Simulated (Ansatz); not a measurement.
# C₆H₉B: up Jacob's ladder to CCSD(T)

One table from this session's results is given with a row withheld; the runs are named, their logs left out.

Computed with Ansatz 0.2.0, Gaussian basis. Level: functionals in def2-TZVPP, the program's frozen cores in correlated methods.

The runs, in order: LDA (SPW92), PBE-D4, revPBE-D4, BLYP-D4, r2SCAN-D4, B97M-V, PBE0-D4, B3LYP-D4, r2SCANh-D4, r2SCAN0-D4, HSE06-D4, BHLYP-D4, CAM-B3LYP-D4, LC-ωPBE, ωB97X-V, ωB97M-V, B2PLYP, PBE-QIDH; CCSD(T)/def2-SVP; CCSD(T)/def2-TZVPP; MP2/def2-QZVPP; extrapolation to the limit; RPA on PBE.

## The geometry

All runs share one geometry, relaxed beforehand with PBE0-D4 in a triple-zeta def2 set.

SMILES `C=CB(C=C)C=C`, 16 atoms, charge 0, spin multiplicity 1.

Atoms are counted from 1 here; the program's logs count them from 0.

Bond lengths: C1–C2 1.336 Å, C1–H8 1.086 Å, C1–H9 1.086 Å, C2–B3 1.555 Å, C2–H10 1.089 Å, B3–C4 1.555 Å, B3–C6 1.555 Å, C4–C5 1.336 Å, C4–H11 1.089 Å, C5–H12 1.086 Å, C5–H13 1.086 Å, C6–C7 1.336 Å, C6–H14 1.089 Å, C7–H15 1.086 Å, C7–H16 1.086 Å. Angles: C2–C1–H8 121.9°, C2–C1–H9 122.4°, H8–C1–H9 115.7°, C1–C2–B3 124.1°, C1–C2–H10 116.0°, B3–C2–H10 119.8°, C2–B3–C4 120.0°, C2–B3–C6 120.0°, C4–B3–C6 120.0°, B3–C4–C5 124.1°, B3–C4–H11 119.8°, C5–C4–H11 116.0°, C4–C5–H12 122.4°, C4–C5–H13 121.9°, H12–C5–H13 115.7°, B3–C6–C7 124.1°, B3–C6–H14 119.8°, C7–C6–H14 116.0° and more.

Set-up of the first run:

The input, in.yaml:

```yaml
crystal:
  periodic: [false, false, false]
  atoms:
    - {symbol: C, position_ang: [1.178016, -1.427706, 1.762368]}
    - {symbol: C, position_ang: [1.244169, -0.540047, 0.766439]}
    - {symbol: B, position_ang: [0.014850, -0.053738, -0.052684]}
    - {symbol: C, position_ang: [0.175739, 1.095305, -1.088299]}
    - {symbol: C, position_ang: [1.293136, 1.809462, -1.248278]}
    - {symbol: C, position_ang: [-1.375637, -0.715551, 0.164533]}
    - {symbol: C, position_ang: [-2.508585, -0.279417, -0.392599]}
    - {symbol: H, position_ang: [0.239247, -1.882217, 2.063890]}
    - {symbol: H, position_ang: [2.054166, -1.736047, 2.325989]}
    - {symbol: H, position_ang: [2.233741, -0.141630, 0.546003]}
    - {symbol: H, position_ang: [-0.661537, 1.367215, -1.729868]}
    - {symbol: H, position_ang: [1.368738, 2.617455, -1.970642]}
    - {symbol: H, position_ang: [2.183476, 1.621352, -0.656114]}
    - {symbol: H, position_ang: [-1.466613, -1.583247, 0.816749]}
    - {symbol: H, position_ang: [-2.527587, 0.580419, -1.055241]}
    - {symbol: H, position_ang: [-3.468117, -0.754410, -0.208046]}
basis:
  gaussian: {orbitals: def2-TZVPP}
hamiltonian: {xc: lda}
output: {orbitals: {seedname: orbitals}}
```

Command:

```console
$ ansatz run in.yaml --threads 2 --pin off --events-out ev --progress --plain --max-ram 32768MiB --backend cuda --devices 0, --max-vram 18GiB
```

Among the steps run: LDA; PBE-D4 (GGA); revPBE-D4 (GGA); BLYP-D4 (GGA); r2SCAN-D4 (meta-GGA); B97M-V (meta-GGA); PBE0-D4 (hybrid); B3LYP-D4 (hybrid); r2SCANh-D4 (hybrid); r2SCAN0-D4 (hybrid); HSE06-D4 (hybrid); BHLYP-D4 (hybrid); CAM-B3LYP-D4 (range-separated); LC-ωPBE (range-separated); ωB97X-V (range-separated); ωB97M-V (range-separated); B2PLYP (double hybrid); PBE-QIDH (double hybrid).

One table of the session follows, with a row left open; its other results are not shown here.

It belongs to the step «Frontier levels by functional». 

| functional | HOMO (eV) | LUMO (eV) | gap (eV) |
| --- | --- | --- | --- |
| LDA (SPW92) | -6.89 | -3.28 | 3.61 |
| PBE-D4 | -6.67 | -3.02 | 3.65 |
| revPBE-D4 | -6.60 | -2.92 | 3.68 |
| BLYP-D4 | -6.48 | -2.83 | 3.64 |
| r2SCAN-D4 | -6.86 | -2.85 | 4.01 |
| B97M-V | -6.82 | -2.75 | 4.06 |
| PBE0-D4 | -7.71 | -2.14 | 5.57 |
| B3LYP-D4 | ? | ? | ? |
| r2SCANh-D4 | -7.25 | -2.53 | 4.72 |
| r2SCAN0-D4 | -7.85 | -2.05 | 5.80 |
| HSE06-D4 | -7.31 | -2.51 | 4.80 |
| BHLYP-D4 | -8.56 | -1.07 | 7.49 |
| CAM-B3LYP-D4 | -8.99 | -1.04 | 7.95 |
| LC-ωPBE | -10.41 | -0.01 | 10.41 |
| ωB97X-V | -10.00 | -0.03 | 9.96 |
| ωB97M-V | -9.91 | -0.15 | 9.76 |

Estimate the missing values for B3LYP-D4.

Worked estimate for «HOMO (eV)». Against the share of exact exchange, BLYP-D4 (0, -6.48), BHLYP-D4 (0.5, -8.56) give a slope of -4.16 per unit share; at 0.2 the line stands at -7.31.

**Answer.** HOMO (eV): -7.47; LUMO (eV): -2.30; gap (eV): 5.17. In «HOMO (eV)» the line misses by +0.16.
